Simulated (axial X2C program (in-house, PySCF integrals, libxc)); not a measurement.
# A two-component session on SnP: EOM-IP-CCSD levels

Aim: EOM-IP-CCSD levels of SnP, with spin–orbit coupling in the Hamiltonian from the start.

Method: two-component X2C with atomic mean-field terms, Sn dyall-acv3z, P dyall-av3z; program: an in-house X2C program for linear molecules on PySCF integrals.

All values are calculated.

### Step 1. The job

File task.json:

```json
{"zs": [50, 15], "q": 0, "bas": ["dyall-acv3z", "dyall-av3z"], "r0": 2.32, "eom": "ip", "rq": -1, "thr": -2.0, "nmax": 95, "grid": [1, 0.96, 1.045, 0.92, 1.09, 1.15]}
```

Keys: zs atomic numbers; q charge; bas basis sets; r0 starting distance in Å; eom kind of EOM run; thr threshold in hartree for freezing inner shells (an s shell follows its p shell); nmax most natural virtual spinors; grid distances as factors.

Launch:

```bash
$ python soeom.py task.json out
```

Further steps of the session: EOM-IP-CCSD at 2.263 Å.

What does the calculation give? Wanted: next root led by one particle; T1 of the reference; lowest state, Re and ωe.

**Answer**, as computed:

```
                     quantity                           value
       lowest root at 2.263 Å               Ω = 3/2, 2.689 eV
next root led by one particle  Ω = 1/2, about 590 cm⁻¹ higher
          T1 of the reference                           0.018
      lowest state, Re and ωe               2.333 Å, 433 cm⁻¹
```

In words: Removing an electron from the reference determinant of SnP⁻ costs 2.69 eV and empties a spinor of 61% P pπ, 28% Sn pπ. Errors of 0.1 to 0.3 eV are usual at this size, and roots led by higher excitations are left out, so the list is incomplete, and low states of that kind can be missing. The bond is 0.063 Å longer than in the closed-shell reference at CCSD (2.270 Å).
